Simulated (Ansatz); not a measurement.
**AsH₃O+ (doublet): the correlation ladder, cc-pVDZ**

Aim: climb from Hartree-Fock through coupled cluster for AsH₃O+ (doublet) at one geometry and basis, and see what each rung misses.

Method: cc-pVDZ, core rule «outside noble gas», up to 15 orbitals frozen; program: Ansatz 0.2.0, Gaussian basis.

Plan: UHF; CCSD(T) on ROHF; CCSD(T) on UHF; BCCD(T) on ROHF; CISD; CCSDT(Q) on ROHF; CCSDT(Q) on UHF.

16 further runs of the same task are left out: 5 for a known fault of the program, 4 that didn't finish, 7 set aside as unsound or not needed.

## Step 1: The geometry

The geometry is a PBE0/def2-TZVP stationary point (not a proven minimum) of the parent state, kept for this charge and spin. No spin-orbit coupling is included. The filled d shell of As may be among the frozen orbitals whatever the setting's name suggests; the logs give the count.

5 atoms, charge 1, spin multiplicity 2.

Atoms are counted from 1 here; the program's logs count them from 0.

Bond lengths: O1–As2 1.802 Å, O1–H3 0.960 Å, As2–H4 1.528 Å, As2–H5 1.528 Å. Angles: As2–O1–H3 107.7°, O1–As2–H4 95.9°, O1–As2–H5 95.9°, H4–As2–H5 91.3°.

## Step 2: UHF

in.yaml reads:

```yaml
crystal:
  periodic: [false, false, false]
  atoms:
    - {symbol: O, position_ang: [0.000000, 0.168214, 1.466234]}
    - {symbol: As, position_ang: [0.000000, -0.052729, -0.321929]}
    - {symbol: H, position_ang: [0.000000, -0.703437, 1.868656]}
    - {symbol: H, position_ang: [1.092352, 0.976364, -0.606637]}
    - {symbol: H, position_ang: [-1.092352, 0.976364, -0.606637]}
basis:
  gaussian: {orbitals: cc-pVDZ}
total_charge: 1
magnetization: {spin_polarized: true, initial_magnetization: 1}
hamiltonian: {xc: hf}
output: {orbitals: {seedname: orbitals}}
```

On the command line:

```console
ansatz run in.yaml --threads 1 --pin off --events-out ev --progress --plain --max-ram 2393MiB
```

After this run come: CCSD(T) on ROHF; CCSD(T) on UHF; BCCD(T) on ROHF; CISD; CCSDT(Q) on ROHF; CCSDT(Q) on UHF.

Before running them: what should the planned runs give, taken together? Wanted: UCCSDT(Q) below the RHF energy; RMP2 from UCCSDT(Q); UMP2 from UCCSDT(Q); RCCSD from UCCSDT(Q); RCCSD(T) from UCCSDT(Q); UCCSD(T) from UCCSDT(Q); RCCSDT(Q) from UCCSDT(Q); T1 diagnostic.

The runs gave:

| quantity | value |
| --- | --- |
| UCCSDT(Q) below the RHF energy | -8.9110 eV |
| RMP2 from UCCSDT(Q) | +90.3 kJ/mol |
| UMP2 from UCCSDT(Q) | +93.8 kJ/mol |
| RCCSD from UCCSDT(Q) | +28.2 kJ/mol |
| RCCSD(T) from UCCSDT(Q) | +5.4 kJ/mol |
| UCCSD(T) from UCCSDT(Q) | +5.3 kJ/mol |
| RCCSDT(Q) from UCCSDT(Q) | +0.5 kJ/mol |
| levels within 1 kcal/mol (43 meV) | RCCSDT, UCCSDT, RCCSDT(Q) |
| T1 diagnostic | 0.027 |

RCCSD(T) misses by +5.4 kJ/mol, 0.6 % of the correlation energy. These misses are within one basis, not against nature; the frozen cores of restricted and unrestricted runs differ, which can shift their rows.
